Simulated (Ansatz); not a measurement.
# SnO (tin(ii) oxide): HF/STO-3G

Aim: the electronic atomisation energy of SnO (tin(ii) oxide) at HF/STO-3G, from 3 runs. 

The calculation is run with Ansatz 0.2.0.

47 further runs of the same task are left out: 1 that didn't finish, 46 set aside as unsound or not needed.

### 1 Starting point

The species is SnO (2 atoms), meant as a singlet with charge 0. As SMILES, `[O]=[Sn]`. Geometry: relaxed at PBE0-D4/def2-TZVP.

Bond lengths: O1–Sn2 1.818 Å.

### 2 The energy at HF/STO-3G

Contents of run.yaml:

```yaml
basis:
  gaussian:
    orbitals: STO-3G
crystal:
  periodic: [false, false, false]
  atoms:
    - {symbol: O, position_ang: [-0.000000, 0.000000, -0.007080]}
    - {symbol: Sn, position_ang: [0.000000, -0.000000, 1.810660]}
output: {orbitals: {seedname: orbitals}}
hamiltonian:
  xc: hf
accuracy: high
```

On the command line:

```bash
ansatz run run.yaml --threads 1 --pin off --max-ram 3480MiB --events-out events.jsonl --progress --plain --runs-dir runs
```

What it wrote:

```text
Warning: RAYON_NUM_THREADS=1 ignored (pool sized by the plan → 1); use --threads N
Functional definition: HF
  name "HF"
  exchange = exact_x
  correlation = 0
568 factors; integrals over basis functions are off by at most 5.0e-9 eV
mean field evaluation 1: about -164269.3672 eV, gradient 3.5e1 eV
mean field evaluation 2: about -164269.4265 eV, gradient 3.5e1 eV
mean field evaluation 4: about -164276.1422 eV, gradient 9.1e0 eV
mean field evaluation 8: about -164276.4014 eV, gradient 5.4e-2 eV
mean field -164276.40137997 eV, -6037.0464001698 hartree, gradient 2.4e-9 eV, S^2 0.000000; 0 other end points of the search recorded, 0 dependent functions left out
reference -164276.40137997 eV, -6037.0464001698 hartree; 29, 29 occupied and 3, 3 virtual orbitals, 568 factors
Total energy: -164276.40137997 eV, -6037.0464001698 hartree
```

It took 0.48 s on 1 thread of Arm Neoverse V1, shared host.

### 3 The O atom

Contents of input.yaml:

```yaml
basis:
  gaussian:
    orbitals: STO-3G
crystal:
  periodic: [false, false, false]
  atoms:
    - symbol: O
      position_ang: [0.000000, 0.000000, 0.000000]
magnetization:
  spin_polarized: true
  initial_magnetization: 2
hamiltonian:
  xc: hf
accuracy: high
```

Run the same way, it converges to -73.80415 Eh (log not shown).

### 4 The Sn atom

Contents of input.yaml:

```yaml
crystal:
  periodic: [false, false, false]
  atoms:
    - {symbol: Sn, position_ang: [0.000000, 0.000000, 0.000000]}
basis:
  gaussian: {orbitals: STO-3G}
hamiltonian: {xc: hf}
accuracy: high
magnetization: {spin_polarized: true, initial_magnetization: 2}
```

On the command line:

```bash
ansatz run input.yaml --threads 1 --pin off --max-ram 3480MiB --events-out events.jsonl --progress --plain --runs-dir runs
```

What it wrote:

```text
Warning: RAYON_NUM_THREADS=1 ignored (pool sized by the plan → 1); use --threads N
[... 4 set-up lines as earlier in the session ...]
251 factors; integrals over basis functions are off by at most 4.4e-9 eV
mean field evaluation 1: about -162267.0928 eV, gradient 4.3e-1 eV
mean field evaluation 2: about -162267.1048 eV, gradient 4.3e-1 eV
mean field evaluation 4: about -162267.1053 eV, gradient 2.9e-6 eV
mean field evaluation 8: about -162267.1053 eV, gradient 7.5e-2 eV
mean field evaluation 16: about -162267.1053 eV, gradient 3.9e-9 eV
mean field -162267.10534540 eV, -5963.2061328489 hartree, gradient 3.9e-9 eV, S^2 2.000002; 0 other end points of the search recorded, 0 dependent functions left out
reference -162267.10534540 eV, -5963.2061328489 hartree; 26, 24 occupied and 1, 3 virtual orbitals, 251 factors
Total energy: -162267.10534540 eV, -5963.2061328489 hartree
```

Run time: 0.18 s. Hardware: 1 thread of Arm Neoverse V1, shared host.

### 5 What came out

Level: HF/STO-3G.

| quantity | value |
| --- | --- |
| molecule: total energy | -6037.04640 Eh |
| molecule: HOMO energy | -5.95 eV |
| molecule: LUMO energy | 5.84 eV |
| molecule: HOMO–LUMO gap | 11.79 eV |
| O atom: total energy | -73.80415 Eh |
| O atom: ⟨S²⟩ | 2.000 |
| Sn atom: total energy | -5963.20613 Eh |
| Sn atom: ⟨S²⟩ | 2.000 |
| electronic atomisation energy | 0.983 eV |

In words: Taking the molecule apart into free atoms costs 0.98 eV (94.8 kJ/mol), before zero-point energy and without spin-orbit coupling. Hartree–Fock lacks the correlation of the bonding pairs, which as a rule makes this value much too low; in minimal bases other errors can mask that. In a minimal basis such a difference can be off by several eV, whatever the method. Relativity is left out (molecule) although the molecule holds a heavy atom. Relativity is left out (Sn atom) although the molecule holds a heavy atom.
